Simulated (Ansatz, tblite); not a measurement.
**Ge(OH)Me3 (C3H10GeO): rung by rung**

Aim: run the singlet of Ge(OH)Me3 (C3H10GeO) at one geometry on many levels, and compare frontier levels, spin and run time.

Program: Ansatz 0.2.0, Gaussian basis. Level of theory: as each input shows. These are calculated values, not measurements.

Plan: GFN1-xTB, GFN2-xTB, PBE-D4/def2-TZVP, r2SCAN-D4/def2-TZVP, PBE-QIDH/def2-TZVP, BLYP-D4/def2-TZVP, ωB97M-V/def2-TZVP, PBE-D4/def2-SVP, PBE0-D4/def2-SVP, CCSD(T)/def2-SVP, MP2/def2-TZVP.

2 further runs of the same task are left out: 2 set aside as unsound or not needed.

## (1) The structure

The singlet was relaxed beforehand with PBE0-D4/def2-SVP.

15 atoms, charge 0, spin multiplicity 1.

Bond lengths: C1–Ge4 1.952 Å, C1–H7 1.101 Å, C1–H8 1.101 Å, C1–H9 1.100 Å, C2–Ge4 1.940 Å, C2–H10 1.100 Å, C2–H11 1.100 Å, C2–H12 1.100 Å, C3–Ge4 1.952 Å, C3–H13 1.100 Å, C3–H14 1.101 Å, C3–H15 1.101 Å, Ge4–O5 1.795 Å, O5–H6 0.962 Å. Angles: Ge4–C1–H7 110.4°, Ge4–C1–H8 111.3°, Ge4–C1–H9 110.3°, H7–C1–H8 108.0°, H7–C1–H9 108.4°, H8–C1–H9 108.4°, Ge4–C2–H10 110.9°, Ge4–C2–H11 110.3°, Ge4–C2–H12 110.1°, H10–C2–H11 108.6°, H10–C2–H12 108.6°, H11–C2–H12 108.4°, Ge4–C3–H13 110.3°, Ge4–C3–H14 111.3°, Ge4–C3–H15 110.4°, H13–C3–H14 108.4°, H13–C3–H15 108.4°, H14–C3–H15 108.0° and more.

PBE0-D4/def2-TZVP was run before; its log isn't repeated, and its numbers join the tables.

## (2) GFN1-xTB

Tight binding, by tblite at 300 K electronic temperature and without a spin-polarisation term:

```python
tblite.interface.Calculator('GFN1-xTB', numbers, positions, charge=0, uhf=0).singlepoint()
```

Energy -492.5289 eV, HOMO -11.67 eV, LUMO -4.46 eV; 0.007 s.

## (3) GFN2-xTB

Tight binding, by tblite at 300 K electronic temperature and without a spin-polarisation term:

```python
tblite.interface.Calculator('GFN2-xTB', numbers, positions, charge=0, uhf=0).singlepoint()
```

Energy -476.6912 eV, HOMO -10.83 eV, LUMO -2.37 eV; 0.004 s.

## (4) PBE-D4/def2-TZVP

start.molden holds the orbitals of an earlier run on this state, given as this run's starting guess.

File in.yaml:

```yaml
crystal:
  periodic: [false, false, false]
  atoms:
    - {symbol: C, position_ang: [1.829698, 0.029116, -0.353934]}
    - {symbol: C, position_ang: [-0.953723, 1.653169, -0.267439]}
    - {symbol: C, position_ang: [-0.956242, -1.568426, -0.319416]}
    - {symbol: Ge, position_ang: [-0.019902, 0.039771, 0.270214]}
    - {symbol: O, position_ang: [-0.043628, 0.121788, 2.063101]}
    - {symbol: H, position_ang: [0.403184, -0.621738, 2.479615]}
    - {symbol: H, position_ang: [1.863068, 0.056401, -1.454014]}
    - {symbol: H, position_ang: [2.358689, -0.876691, -0.020785]}
    - {symbol: H, position_ang: [2.368113, 0.907509, 0.031427]}
    - {symbol: H, position_ang: [-1.040658, 1.709508, -1.362781]}
    - {symbol: H, position_ang: [-0.412764, 2.542417, 0.087458]}
    - {symbol: H, position_ang: [-1.964516, 1.666829, 0.165590]}
    - {symbol: H, position_ang: [-1.981023, -1.582453, 0.080109]}
    - {symbol: H, position_ang: [-0.438748, -2.478744, 0.019431]}
    - {symbol: H, position_ang: [-1.011550, -1.598447, -1.418575]}
basis:
  gaussian: {orbitals: def2-TZVP, initial_orbitals: start.molden}
hamiltonian: {xc: pbe, dispersion: d4}
scf: {omitted_lower_state_checks: [starts]}
output: {forces: true, orbitals: {seedname: orbitals}}
```

On the command line:

```console
> ansatz run in.yaml --threads 4 --pin off --events-out ev --progress --plain --max-ram 4787MiB
```

The log of the run, shortened:

```text
Functional definition: PBE
  name "PBE"
  cite "Perdew, Burke & Ernzerhof, Phys. Rev. Lett. 77, 3865 (1996) doi:10.1103/PhysRevLett.77.3865"
  parent pbe
[...]
1489 factors; their error is unknown
[...]
mean field -61827.51050687 eV, -2272.1191029355 hartree, gradient 2.6e-5 eV, S^2 0.000000; 0 other end points of the search recorded, 0 dependent functions left out
[...]
reference -61827.51055442 eV, -2272.1191046830 hartree; 34, 34 occupied and 198, 198 virtual orbitals, 1489 factors
Total energy: -61827.80704260 eV, -2272.1300004228 hartree
Atom 0 at     1.829698     0.029116    -0.353934 Å, force     0.331086    -0.000704    -0.096495 eV/Å
Atom 1 at    -0.953723     1.653169    -0.267439 Å, force    -0.171927     0.300778    -0.040325 eV/Å
Atom 2 at    -0.956242    -1.568426    -0.319416 Å, force    -0.169633    -0.288290    -0.088287 eV/Å
Atom 3 at    -0.019902     0.039771     0.270214 Å, force     0.033531    -0.063506    -0.336964 eV/Å
Atom 4 at    -0.043628     0.121788     2.063101 Å, force    -0.211821     0.366162     0.390537 eV/Å
Atom 5 at     0.403184    -0.621738     2.479615 Å, force     0.186992    -0.313011     0.138400 eV/Å
Atom 6 at     1.863068     0.056401    -1.454014 Å, force     0.002480    -0.001836     0.042491 eV/Å
Atom 7 at     2.358689    -0.876691    -0.020785 Å, force    -0.031216     0.041751    -0.010312 eV/Å
Atom 8 at     2.368113     0.907509     0.031427 Å, force    -0.028746    -0.044387    -0.018031 eV/Å
Atom 9 at    -1.040658     1.709508    -1.362781 Å, force     0.009893    -0.010969     0.052481 eV/Å
Atom 10 at    -0.412764     2.542417     0.087458 Å, force    -0.030955    -0.039187    -0.020906 eV/Å
Atom 11 at    -1.964516     1.666829     0.165590 Å, force     0.046198     0.004654    -0.027000 eV/Å
Atom 12 at    -1.981023    -1.582453     0.080109 Å, force     0.053153     0.001841    -0.018444 eV/Å
Atom 13 at    -0.438748    -2.478744     0.019431 Å, force    -0.020449     0.048159    -0.010724 eV/Å
Atom 14 at    -1.011550    -1.598447    -1.418575 Å, force     0.001414    -0.001454     0.043578 eV/Å
Dipole moment:     0.121720    -0.210045    -0.232304 e Å
Checks for a lower state left out: starts
```

Wall time 2.8 s (4 threads of Arm Neoverse V2, shared host).

From the report: HOMO -6.23 eV, LUMO -0.16 eV.

## (5) r2SCAN-D4/def2-TZVP

in.yaml: that of step 4 with these lines changed.

```diff
@@ -20,4 +20,4 @@
   gaussian: {orbitals: def2-TZVP, initial_orbitals: start.molden}
-hamiltonian: {xc: pbe, dispersion: d4}
+hamiltonian: {xc: r2scan, dispersion: d4}
 scf: {omitted_lower_state_checks: [starts]}
-output: {forces: true, orbitals: {seedname: orbitals}}
+output: {orbitals: {seedname: orbitals}}
```

Same command.

The log of the run:

```text
Functional definition: r2SCAN
  name "r2SCAN"
  cite "Furness, Kaplan, Ning, Perdew & Sun, J. Phys. Chem. Lett. 11, 8208 (2020) doi:10.1021/acs.jpclett.0c02405"
  cite "Furness, Kaplan, Ning, Perdew & Sun, J. Phys. Chem. Lett. 11, 9248 (2020) doi:10.1021/acs.jpclett.0c03077"
  parent r2scan
  parameter k0 = 0.174
  parameter k1 = 0.065
  parameter a1 = 4.9479
  exchange = r2scan_x(k0 = k0, k1 = k1, a1 = a1)
  correlation = r2scan_c
these checks for a lower state are left out or cut short: starts
1489 factors; their error is unknown
mean field evaluation 1: about -61839.8296 eV, gradient 6.9e0 eV
mean field evaluation 2: about -61839.8729 eV, gradient 5.1e-2 eV
mean field evaluation 4: about -61839.8411 eV, gradient 2.3e-4 eV
mean field -61839.84114953 eV, -2272.5722456954 hartree, gradient 1.7e-5 eV, S^2 0.000000; 0 other end points of the search recorded, 0 dependent functions left out
reference -61839.84116305 eV, -2272.5722461922 hartree; 34, 34 occupied and 198, 198 virtual orbitals, 1489 factors
Total energy: -61839.91886347 eV, -2272.5751016301 hartree
Checks for a lower state left out: starts
```

Wall time 5 s (4 threads of Arm Neoverse V2, shared host).

HOMO -6.56 eV, LUMO 0.53 eV.

## (6) PBE-QIDH/def2-TZVP

in.yaml: that of step 5 with these lines changed.

```diff
@@ -20,4 +20,3 @@
   gaussian: {orbitals: def2-TZVP, initial_orbitals: start.molden}
-hamiltonian: {xc: r2scan, dispersion: d4}
+hamiltonian: {xc: {name: PBE-QIDH}}
 scf: {omitted_lower_state_checks: [starts]}
-output: {orbitals: {seedname: orbitals}}
```

The command is unchanged.

The log of the run, shortened:

```text
Functional definition: PBE-QIDH
  name "PBE-QIDH"
  cite "Brémond, Sancho-García, Pérez-Jiménez & Adamo, J. Chem. Phys. 141, 031101 (2014) doi:10.1063/1.4890314"
  cite "Perdew, Burke & Ernzerhof, Phys. Rev. Lett. 77, 3865 (1996) doi:10.1103/PhysRevLett.77.3865"
[...]
1616 factors; integrals over basis functions are off by at most 1.2e-3 eV
[...]
mean field -61809.67263942 eV, -2271.4635733978 hartree, gradient 2.9e-6 eV, S^2 0.000000; 0 other end points of the search recorded, 0 dependent functions left out
13 core orbitals not correlated: weight in the atoms' cores, before any rotation towards them, 1.000 or more for the frozen orbitals, at most 0.000 for the correlated occupied ones
reference -61809.67265336 eV, -2271.4635739101 hartree; 21, 21 occupied and 198, 198 virtual orbitals, 1616 factors
second order -31.08901255 eV of doubles, -0.00000000 eV of singles
Total energy: -61820.03565754 eV, -2271.8444072895 hartree
Checks for a lower state left out: starts
```

It took 6.5 s on 4 threads of Arm Neoverse V2, shared host; peak memory 0.65 GiB.

## (7) BLYP-D4/def2-TZVP

in.yaml: that of step 6 with these lines changed.

```diff
@@ -20,3 +20,4 @@
   gaussian: {orbitals: def2-TZVP, initial_orbitals: start.molden}
-hamiltonian: {xc: {name: PBE-QIDH}}
+hamiltonian: {xc: {name: BLYP}, dispersion: d4}
 scf: {omitted_lower_state_checks: [starts]}
+output: {orbitals: {seedname: orbitals}}
```

The command is unchanged.

The log of the run:

```text
Functional definition: BLYP
  name "BLYP"
  cite "Becke, Phys. Rev. A 38, 3098 (1988) doi:10.1103/PhysRevA.38.3098"
  cite "Lee, Yang & Parr, Phys. Rev. B 37, 785 (1988) doi:10.1103/PhysRevB.37.785"
  parameter beta = 0.0042
  parameter a = 0.04918
  parameter b = 0.132
  parameter c = 0.2533
  parameter d = 0.349
  exchange = b88_x(beta = beta)
  correlation = lyp_c(a = a, b = b, c = c, d = d)
these checks for a lower state are left out or cut short: starts
1489 factors; their error is unknown
mean field evaluation 1: about -61841.7673 eV, gradient 1.6e1 eV
mean field evaluation 2: about -61842.0809 eV, gradient 2.7e-1 eV
mean field evaluation 4: about -61842.0393 eV, gradient 5.4e-4 eV
mean field -61842.03930606 eV, -2272.6530264580 hartree, gradient 4.2e-6 eV, S^2 0.000000; 0 other end points of the search recorded, 0 dependent functions left out
reference -61842.03972943 eV, -2272.6530420164 hartree; 34, 34 occupied and 198, 198 virtual orbitals, 1489 factors
Total energy: -61842.67609566 eV, -2272.6764280440 hartree
Checks for a lower state left out: starts
```

It took 2.5 s on 4 threads of Arm Neoverse V2, shared host.

HOMO -6.14 eV, LUMO -0.19 eV.

## (8) ωB97M-V/def2-TZVP

in.yaml: that of step 7 with these lines changed.

```diff
@@ -20,3 +20,3 @@
   gaussian: {orbitals: def2-TZVP, initial_orbitals: start.molden}
-hamiltonian: {xc: {name: BLYP}, dispersion: d4}
+hamiltonian: {xc: {name: wB97M-V}}
 scf: {omitted_lower_state_checks: [starts]}
```

Same command.

The log of the run, shortened:

```text
Functional definition: wB97M-V
  name "wB97M-V"
  cite "Mardirossian & Head-Gordon, J. Chem. Phys. 144, 214110 (2016) doi:10.1063/1.4952647"
  cite "Becke, J. Chem. Phys. 107, 8554 (1997) doi:10.1063/1.475007"
  cite "Vydrov & Van Voorhis, J. Chem. Phys. 133, 244103 (2010) doi:10.1063/1.3521275"
  # Of w^i u^j: cxij and so on, Table III.
[...]
  gx(w, u) = 1 - cx + cx01*u + cx10*w
  gss(w, u) = css00 + css04*u^4 + css10*w + css20*w^2 + css43*w^4*u^3
  gos(w, u) = cos00 + cos10*w + (cos20 + cos21*u)*w^2 + (cos60 + cos61*u)*w^6
[...]
      + integral(e_c_pw_mod_opposite_spin*gos(b97_w_opposite, b97_u_opposite)) + vv10(b, c)
[...]
1517 factors; their error is unknown
414 factors; integrals over basis functions are off by at most 8.3e-6 eV
[...]
mean field -61837.16657254 eV, -2272.4739568039 hartree, gradient 2.5e-5 eV, S^2 0.000000; 0 other end points of the search recorded, 0 dependent functions left out
reference -61837.16662748 eV, -2272.4739588228 hartree; 34, 34 occupied and 198, 198 virtual orbitals, 1517 factors
Total energy: -61837.16662748 eV, -2272.4739588228 hartree
Checks for a lower state left out: starts
```

Wall time 11 s (4 threads of Arm Neoverse V2, shared host); peak memory 0.86 GiB.

Report: HOMO -10.02 eV, LUMO 2.03 eV.

## (9) PBE-D4/def2-SVP

in.yaml: that of step 8 with these lines changed.

```diff
@@ -19,4 +19,4 @@
 basis:
-  gaussian: {orbitals: def2-TZVP, initial_orbitals: start.molden}
-hamiltonian: {xc: {name: wB97M-V}}
+  gaussian: {orbitals: def2-SVP, initial_orbitals: start.molden}
+hamiltonian: {xc: pbe, dispersion: d4}
 scf: {omitted_lower_state_checks: [starts]}
```

The command is unchanged.

The log of the run:

```text
Functional definition: PBE
  name "PBE"
  cite "Perdew, Burke & Ernzerhof, Phys. Rev. Lett. 77, 3865 (1996) doi:10.1103/PhysRevLett.77.3865"
  parent pbe
  parameter kappa = 0.804
  parameter beta = 0.06672455060314922
  exchange = pbe_x(kappa = kappa, mu = beta*pi^2/3)
  correlation = pbe_c(beta = beta)
these checks for a lower state are left out or cut short: starts
1548 factors; their error is unknown
mean field evaluation 1: about -61813.8276 eV, gradient 1.1e1 eV
mean field evaluation 2: about -61814.1174 eV, gradient 2.2e-1 eV
mean field evaluation 4: about -61814.0476 eV, gradient 2.3e-4 eV
mean field -61814.04761577 eV, -2271.6243508130 hartree, gradient 8.8e-6 eV, S^2 0.000000; 0 other end points of the search recorded, 0 dependent functions left out
reference -61814.04765432 eV, -2271.6243522297 hartree; 34, 34 occupied and 104, 104 virtual orbitals, 1548 factors
Total energy: -61814.34414250 eV, -2271.6352479694 hartree
Checks for a lower state left out: starts
```

Run time: 1.4 s. Hardware: 4 threads of Arm Neoverse V2, shared host.

From the report: HOMO -5.97 eV, LUMO 0.39 eV.

## (10) PBE0-D4/def2-SVP

in.yaml: that of step 9 with these lines changed.

```diff
@@ -20,3 +20,3 @@
   gaussian: {orbitals: def2-SVP, initial_orbitals: start.molden}
-hamiltonian: {xc: pbe, dispersion: d4}
+hamiltonian: {xc: pbe0, dispersion: d4}
 scf: {omitted_lower_state_checks: [starts]}
```

The command is unchanged.

The log of the run:

```text
Functional definition: PBE0
  name "PBE0"
  cite "Adamo & Barone, J. Chem. Phys. 110, 6158 (1999) doi:10.1063/1.478522"
  cite "Perdew, Burke & Ernzerhof, Phys. Rev. Lett. 77, 3865 (1996) doi:10.1103/PhysRevLett.77.3865"
  parent pbe
  parameter a = 0.25
  parameter kappa = 0.804
  parameter beta = 0.06672455060314922
  exchange = (1 - a)*pbe_x(kappa = kappa, mu = beta*pi^2/3) + a*exact_x
  correlation = pbe_c(beta = beta)
these checks for a lower state are left out or cut short: starts
1587 factors; their error is unknown
mean field evaluation 1: about -61816.1317 eV, gradient 8.8e0 eV
mean field evaluation 2: about -61816.3143 eV, gradient 1.4e-1 eV
mean field evaluation 4: about -61816.4501 eV, gradient 1.5e-4 eV
mean field -61816.45006970 eV, -2271.7126393668 hartree, gradient 1.8e-5 eV, S^2 0.000000; 0 other end points of the search recorded, 0 dependent functions left out
reference -61816.45009973 eV, -2271.7126404702 hartree; 34, 34 occupied and 104, 104 virtual orbitals, 1587 factors
Total energy: -61816.70313687 eV, -2271.7219394137 hartree
Checks for a lower state left out: starts
```

It took 1.8 s on 4 threads of Arm Neoverse V2, shared host.

HOMO -7.57 eV, LUMO 1.25 eV.

## (11) CCSD(T)/def2-SVP

in.yaml: that of step 10 with these lines changed.

```diff
@@ -20,3 +20,3 @@
   gaussian: {orbitals: def2-SVP, initial_orbitals: start.molden}
-hamiltonian: {xc: pbe0, dispersion: d4}
+correlation: {method: ccsd_t}
 scf: {omitted_lower_state_checks: [starts]}
```

Launched as before.

The log of the run, shortened:

```text
Functional definition: HF
  name "HF"
  cite "Fock, Z. Phys. 61, 126 (1930) doi:10.1007/BF01340294"
  parent pbe
[...]
1406 factors; integrals over basis functions are off by at most 1.3e-3 eV
[...]
mean field -61750.57812483 eV, -2269.2918900424 hartree, gradient 8.3e-6 eV, S^2 0.000000; 0 other end points of the search recorded, 0 dependent functions left out
13 core orbitals not correlated: weight in the atoms' cores, before any rotation towards them, 1.000 or more for the frozen orbitals, at most 0.000 for the correlated occupied ones
reference -61750.57812483 eV, -2269.2918900424 hartree; 21, 21 occupied and 104, 104 virtual orbitals, 1406 factors
second order -23.42865077 eV of doubles, -0.00000000 eV of singles
cycle   1  -24.04259049 eV  change   -6.1e-1 eV  update   1.0e-1
[...]
cycle   8  -24.77963480 eV  change   -1.6e-5 eV  update   3.9e-5
perturbative correction -0.67593278 eV, -0.0248400714 hartree
Total energy: -61776.03369241 eV, -2270.2273648966 hartree
Checks for a lower state left out: starts
```

It took 24 s on 4 threads of Arm Neoverse V2, shared host; peak memory 1.1 GiB.

Hartree-Fock HOMO -11.09 eV, LUMO 4.05 eV; T1 0.009.

## (12) MP2/def2-TZVP

in.yaml: that of step 11 with these lines changed.

```diff
@@ -19,4 +19,4 @@
 basis:
-  gaussian: {orbitals: def2-SVP, initial_orbitals: start.molden}
-correlation: {method: ccsd_t}
+  gaussian: {orbitals: def2-TZVP, initial_orbitals: start.molden}
+correlation: {method: mp2}
 scf: {omitted_lower_state_checks: [starts]}
```

The command is unchanged.

The log of the run:

```text
Functional definition: HF
  name "HF"
  cite "Fock, Z. Phys. 61, 126 (1930) doi:10.1007/BF01340294"
  parent pbe
  exchange = exact_x
  correlation = 0
these checks for a lower state are left out or cut short: starts
1616 factors; integrals over basis functions are off by at most 1.2e-3 eV
mean field evaluation 1: about -61762.8256 eV, gradient 3.2e1 eV
mean field evaluation 2: about -61763.7370 eV, gradient 1.0e0 eV
mean field evaluation 4: about -61763.9494 eV, gradient 7.0e-3 eV
mean field evaluation 8: about -61763.9494 eV, gradient 2.9e-6 eV
mean field -61763.94942231 eV, -2269.7832761613 hartree, gradient 3.0e-6 eV, S^2 0.000000; 0 other end points of the search recorded, 0 dependent functions left out
13 core orbitals not correlated: weight in the atoms' cores, before any rotation towards them, 1.000 or more for the frozen orbitals, at most 0.000 for the correlated occupied ones
reference -61763.94942231 eV, -2269.7832761613 hartree; 21, 21 occupied and 198, 198 virtual orbitals, 1616 factors
second order -27.64674117 eV of doubles, -0.00000000 eV of singles
Total energy: -61791.59616348 eV, -2270.7992751596 hartree
Checks for a lower state left out: starts
```

Run time: 3.4 s. Hardware: 4 threads of Arm Neoverse V2, shared host; peak memory 0.6 GiB.

From the report: Hartree-Fock HOMO -11.07 eV, LUMO 3.13 eV.

## (13) Comparison

| level | functions | HOMO (eV) | LUMO (eV) | gap (eV) | time |
| --- | --- | --- | --- | --- | --- |
| PBE-D4/def2-SVP | 138 | -5.97 | 0.39 | 6.35 | 1.4 s |
| PBE-D4/def2-TZVP | 232 | -6.23 | -0.16 | 6.07 | 2.8 s |
| BLYP-D4/def2-TZVP | 232 | -6.14 | -0.19 | 5.94 | 2.5 s |
| r2SCAN-D4/def2-TZVP | 232 | -6.56 | 0.53 | 7.10 | 5 s |
| PBE0-D4/def2-SVP | 138 | -7.57 | 1.25 | 8.82 | 1.8 s |
| PBE0-D4/def2-TZVP | 232 | -7.72 | 0.65 | 8.37 | 4.6 s |
| ωB97M-V/def2-TZVP | 232 | -10.02 | 2.03 | 12.06 | 11 s |

Energy pieces by basis (eV):

```csv
basis,HF,MP2 correlation,CCSD correlation,(T),total
def2-SVP,-61750.5781,-23.4287,-24.7796,-0.6759,-61776.0337
def2-TZVP,-61763.9494,-27.6467,,,-61791.5962 (MP2)
```

The correlation energy is far from converged in these sets, so it jumps between bases; where outer-core shells are correlated, the sets cover them unevenly.

## (14) Binding energy

Free atoms were run apart at each level; binding is atoms less cluster, divided by the number of atoms, without zero-point or spin-orbit terms.

Differences are taken before rounding.

```csv
method,binding an atom (eV),from CCSD(T)/def2-SVP (eV),time
HF/def2-SVP,2.876,-0.774,
HF/def2-TZVP,2.850,-0.800,
PBE-D4/def2-SVP,3.881,+0.232,1.4 s
PBE-D4/def2-TZVP,3.872,+0.223,2.8 s
BLYP-D4/def2-TZVP,3.799,+0.150,2.5 s
r2SCAN-D4/def2-TZVP,3.837,+0.187,5 s
PBE0-D4/def2-SVP,3.841,+0.191,1.8 s
PBE0-D4/def2-TZVP,3.827,+0.178,4.6 s
ωB97M-V/def2-TZVP,3.829,+0.179,11 s
MP2/def2-SVP,3.670,+0.021,
MP2/def2-TZVP,3.746,+0.096,3.4 s
CCSD/def2-SVP,3.620,-0.030,
CCSD(T)/def2-SVP,3.650,0,24 s
```

Among the levels timed on like hardware and quicker than the yardstick, those that no quicker one beats, quickest first: PBE-D4/def2-SVP (1.4 s, +0.232 eV); PBE0-D4/def2-SVP (1.8 s, +0.191 eV); BLYP-D4/def2-TZVP (2.5 s, +0.150 eV); MP2/def2-TZVP (3.4 s, +0.096 eV).

## (15) What came out

```
                                                 quantity                                  value
gap in def2-TZVP, named functionals, smallest and largest  5.94 eV (BLYP-D4), 12.06 eV (ωB97M-V)
                     correlation energy, CCSD(T)/def2-SVP                              -25.46 eV
                        correlation energy, MP2/def2-TZVP                              -27.65 eV
                        binding an atom, CCSD(T)/def2-SVP                               3.650 eV
          PBE0 total energy, smallest basis above largest         13.28 eV (def2-SVP, def2-TZVP)
```

Orbital gaps of the named functionals in def2-TZVP span 5.94 eV (BLYP-D4) to 12.06 eV (ωB97M-V); exact exchange widens it. The functionals in def2-TZVP miss CCSD(T)/def2-SVP by +0.150 (BLYP-D4) to +0.223 eV (PBE-D4) an atom. The yardstick is in a double-zeta basis, so levels in larger sets aren't compared like for like. CCSD(T)/def2-SVP isn't at the basis-set limit; small misses against it rank nothing.

For cost: MP2/def2-TZVP gets within 0.096 eV in 3.4 s, where CCSD(T)/def2-SVP took 24 s; the quickest level in the cost chart, PBE-D4/def2-SVP, takes 1.4 s and misses by 0.232 eV. The slowest run with a step of its own, CCSD(T)/def2-SVP, took 24 s; the quickest functional in def2-TZVP took 2.5 s (shared host).
